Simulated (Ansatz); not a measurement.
# Ta4W: from a guess to a relaxed structure

The task: take a trial cell of Ta4W to zero force and stress, then test the end with a random kick.

Computed with Ansatz 0.2.0 (DFT PBE, scalar-relativistic, plane waves, PAW, unless a step's input says otherwise).

1 further run of the same task is left out (it didn't finish).

### Step 1. Starting point

Symmetry: R-3m, No. 166, trigonal system. The conventional cell has a = 4.646 Å, b = 4.646 Å, c = 14.264 Å, α = 90.00°, β = 90.00°, γ = 120.00°. Around Ta (site symmetry 3m) lie 3 W at 2.83 Å and 11 Ta at 2.88 to 3.27 Å. Ta (site symmetry 3m) is surrounded by 1 W at 2.79 Å and 7 Ta at 2.81 to 2.88 Å. Around W (site symmetry -3m) lie 8 Ta at 2.79 to 2.83 Å.

Coordinates:

```xyz
5
Lattice="2.3231 1.3412 4.7545 -2.3231 1.3412 4.7545 0.0000 -2.6824 4.7545" Properties=species:S:1:pos:R:3 pbc="T T T"
Ta    0.0000    0.0000   12.8018
Ta    0.0000    0.0000    1.4618
Ta    0.0000    0.0000    9.9219
Ta    0.0000    0.0000    4.3417
W     0.0000    0.0000    7.1318
```

The start is the relaxed end of an invented cell (made as: elements ordered on the sites of the Fe type, Ta/W on Fe (R-3m, No. 166)), taken up again for a closer look.

### Step 2. Probe: one point on a coarse mesh

input.yaml

```yaml
crystal:
  lattice:
    - [2.3230572, 1.3412177, 4.7545499]
    - [-2.3230572, 1.3412177, 4.7545499]
    - [0.0, -2.6824354, 4.7545499]
  atoms:
    - { symbol: Ta, position: [0.897513, 0.897513, 0.897513] }
    - { symbol: Ta, position: [0.102487, 0.102487, 0.102487] }
    - { symbol: Ta, position: [0.69561, 0.69561, 0.69561] }
    - { symbol: Ta, position: [0.30439, 0.30439, 0.30439] }
    - { symbol: W, position: [0.5, 0.5, 0.5] }
basis:
  ecutwfc: 420
kpoints:
  mp_grid: { grid: [6, 6, 6] }
hamiltonian:
  xc: pbe
scf:
  occupations: { method: gaussian, width: 0.1 }
  lower_state_search: "off"
output:
  forces: true
  stress: true
  eigenvalues: true
```

Run with:

```console
$ ansatz run input.yaml --threads 1 --pin off --max-ram 3072MiB --backend cpu --events-out ev --progress --plain --runs-dir out
```

Further runs follow: relaxation on the finer mesh; kick test: the unmoved cell on a coarse mesh; random kick, then relaxation.

Before running it: what results should come out? Wanted: conventional cell; volume; energy over the elements; gap on the mesh.

**Answer**, as computed:

| quantity | value |
| --- | --- |
| symmetry at the end (tolerance 0.05 Å) | space group R-3m (No. 166) |
| conventional cell | a = 4.646 Å, b = 4.646 Å, c = 14.264 Å, α = 90.00°, β = 90.00°, γ = 120.00° |
| volume | 17.78 Å³/atom |
| energy over the elements | -0.04 eV/atom |
| gap on the mesh | none (metal) |

What this shows: The space group R-3m (No. 166) is kept, at nearly the size of the first guess. The formation energy of this structure is too near zero to say whether it is bound against the elements. It survived the kick, though modes of other wave vectors, which need another repeat, weren't probed. The runs treat Ta, W without spin-orbit coupling.
